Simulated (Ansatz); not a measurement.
**CHFGa (doublet): from Hartree-Fock to the top rungs, cc-pVTZ**

One table from this session's results is given with a row withheld; the runs are named, their logs left out.

Computed with Ansatz 0.2.0, Gaussian basis. Level: cc-pVTZ, core rule «outside noble gas», up to 16 orbitals frozen.

The runs, in order: UHF; CCSD(T) on ROHF; CCSD(T) on UHF; BCCD(T) on ROHF; CCSDT(Q) on ROHF; CCSDT(Q) on UHF.

6 further runs of the same task are left out: 1 for a known fault of the program, 5 set aside as unsound or not needed. Runs told in other sessions of the task aren't counted.

**The system**

The geometry is a PBE0/def2-TZVP stationary point (not a proven minimum) of the parent state, kept for this charge and spin. No spin-orbit coupling is included. The filled d shell of Ga may be among the frozen orbitals whatever the setting's name suggests.

4 atoms, charge 0, spin multiplicity 2.

Atoms are counted from 1 here; the program's logs count them from 0.

Bond lengths: C1–Ga2 1.933 Å, Ga2–F3 1.750 Å, Ga2–H4 1.548 Å. Angles: C1–Ga2–F3 114.3°, C1–Ga2–H4 126.5°, F3–Ga2–H4 119.1°.

Set-up of the first run:

in.yaml reads:

```yaml
crystal:
  periodic: [false, false, false]
  atoms:
    - {symbol: C, position_ang: [0.000000, -0.853315, 1.664130]}
    - {symbol: Ga, position_ang: [0.000000, 0.280570, 0.099192]}
    - {symbol: F, position_ang: [0.000000, -0.587217, -1.420473]}
    - {symbol: H, position_ang: [0.000000, 1.828378, 0.082706]}
basis:
  gaussian: {orbitals: cc-pVTZ}
magnetization: {spin_polarized: true, initial_magnetization: 1}
hamiltonian: {xc: hf}
output: {orbitals: {seedname: orbitals}}
```

On the command line:

```sh
ansatz run in.yaml --threads 1 --pin off --events-out ev --progress --plain --max-ram 2816MiB --backend cpu
```

Among the steps run: UHF; CCSD(T) on ROHF; CCSD(T) on UHF; BCCD(T) on ROHF; CCSDT(Q) on ROHF; CCSDT(Q) on UHF.

One of the session's tables, all rows but one given; the rest of the session is left out.

| method | from RCCSDT(Q) (meV) |
| --- | --- |
| ROHF | +12686.0 |
| UHF | +12085.4 |
| RMP2 | +1208.6 |
| UMP2 | ? |
| RCCSD | +436.4 |
| UCCSD | +328.1 |
| RCCSD(T) | +49.1 |
| UCCSD(T) | -88.9 |
| BCCD(T) | +45.4 |
| RCCSDT | +14.5 |
| UCCSDT | +22.6 |
| RCCSDT(Q) | 0 |
| UCCSDT(Q) | -1.9 |

Estimate the missing values for UMP2.

The run gave: from RCCSDT(Q) (meV): +1126.7. In the column «from RCCSDT(Q) (meV)» it lies between RCCSD (+436.4) and RMP2 (+1208.6).

Caveats from the session: The determinant of HF (⟨S²⟩ 1.52) is far from a pure spin state, so its energy mixes those of several spin states; that is harmless only where they are near-degenerate. The determinant of CCSD(T) (⟨S²⟩ 1.52) is far from a pure spin state, so its energy mixes those of several spin states; high orders of coupled cluster remove much of that, low ones don't. The determinant of CCSDT(Q) (⟨S²⟩ 1.52) is far from a pure spin state, so its energy mixes those of several spin states; high orders of coupled cluster remove much of that, low ones don't. Restricted and unrestricted rows rest on different reference determinants; a gap between their highest levels can come from leftover correlation error, from unlike frozen cores or from another state.
